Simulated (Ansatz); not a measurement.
**C2H4Cl2Si2: basis-set convergence**

One table from this session's results is given with a row withheld; the runs are named, their logs left out.

The runs use Ansatz 0.2.0, Gaussian basis; one geometry, several basis sets.

The runs, in order: PBE0-D4/def2-SVP; ωB97M-V/def2-SVP; PBE0-D4/def2-QZVPP; ωB97M-V/def2-QZVPP; the functionals' def2-TZVPP values are taken from earlier runs.

## The relaxed structure

All runs share one geometry, relaxed beforehand with PBE0-D4 in a triple-zeta def2 set.

SMILES `Cl[SiH2]C#C[SiH2]Cl`, 10 atoms, charge 0, spin multiplicity 1.

Atoms are counted from 1 here; the program's logs count them from 0.

Bond lengths: Cl1–Si2 2.047 Å, Si2–C3 1.821 Å, Si2–H7 1.478 Å, Si2–H8 1.478 Å, C3–C4 1.214 Å, C4–Si5 1.821 Å, Si5–Cl6 2.047 Å, Si5–H9 1.478 Å, Si5–H10 1.478 Å. Angles: Cl1–Si2–C3 109.1°, Cl1–Si2–H7 108.7°, Cl1–Si2–H8 108.7°, C3–Si2–H7 109.4°, C3–Si2–H8 109.4°, H7–Si2–H8 111.5°, Si2–C3–C4 179.3°, C3–C4–Si5 179.3°, C4–Si5–Cl6 109.1°, C4–Si5–H9 109.4°, C4–Si5–H10 109.4°, Cl6–Si5–H9 108.7°, Cl6–Si5–H10 108.7°, H9–Si5–H10 111.5°.

Geometry (Å):

```csv
atom,x (Å),y (Å),z (Å)
Cl1,-0.9903,-1.8411,3.0003
Si2,-1.7450,-1.1527,1.2260
C3,-0.4267,-0.2924,0.3111
C4,0.4430,0.2837,-0.3095
Si5,1.7612,1.1440,-1.2246
Cl6,1.0137,1.8070,-3.0117
H7,-2.8421,-0.2057,1.5145
H8,-2.2202,-2.3066,0.4346
H9,2.8674,0.2022,-1.4948
H10,2.2221,2.3103,-0.4429
```

The first run:

File in.yaml:

```yaml
crystal:
  periodic: [false, false, false]
  atoms:
    - {symbol: Cl, position_ang: [-0.990302, -1.841139, 3.000322]}
    - {symbol: Si, position_ang: [-1.745018, -1.152678, 1.225987]}
    - {symbol: C, position_ang: [-0.426702, -0.292354, 0.311064]}
    - {symbol: C, position_ang: [0.442999, 0.283717, -0.309460]}
    - {symbol: Si, position_ang: [1.761173, 1.144001, -1.224625]}
    - {symbol: Cl, position_ang: [1.013724, 1.807027, -3.011678]}
    - {symbol: H, position_ang: [-2.842120, -0.205659, 1.514453]}
    - {symbol: H, position_ang: [-2.220226, -2.306631, 0.434629]}
    - {symbol: H, position_ang: [2.867392, 0.202226, -1.494846]}
    - {symbol: H, position_ang: [2.222080, 2.310292, -0.442948]}
basis:
  gaussian: {orbitals: def2-SVP}
hamiltonian: {xc: pbe0, dispersion: d4}
output: {orbitals: {seedname: orbitals}}
```

Steps of the session up to this table: PBE0-D4 in def2-SVP; ωB97M-V in def2-SVP; PBE0-D4 in def2-QZVPP; ωB97M-V in def2-QZVPP.

One of the session's tables, all rows but one given; the rest of the session is left out.

It belongs to the step «Functionals by basis». 

```
functional       basis  HOMO (eV)
   PBE0-D4    def2-SVP      -8.54
   PBE0-D4  def2-TZVPP          ?
   PBE0-D4  def2-QZVPP      -8.61
   ωB97M-V    def2-SVP     -10.69
   ωB97M-V  def2-TZVPP     -10.77
   ωB97M-V  def2-QZVPP     -10.79
```

Q: Estimate the row for PBE0-D4, def2-TZVPP from the others.

As computed: HOMO (eV): -8.59. In the column «HOMO (eV)» it lies between PBE0-D4, def2-QZVPP (-8.61) and PBE0-D4, def2-SVP (-8.54).
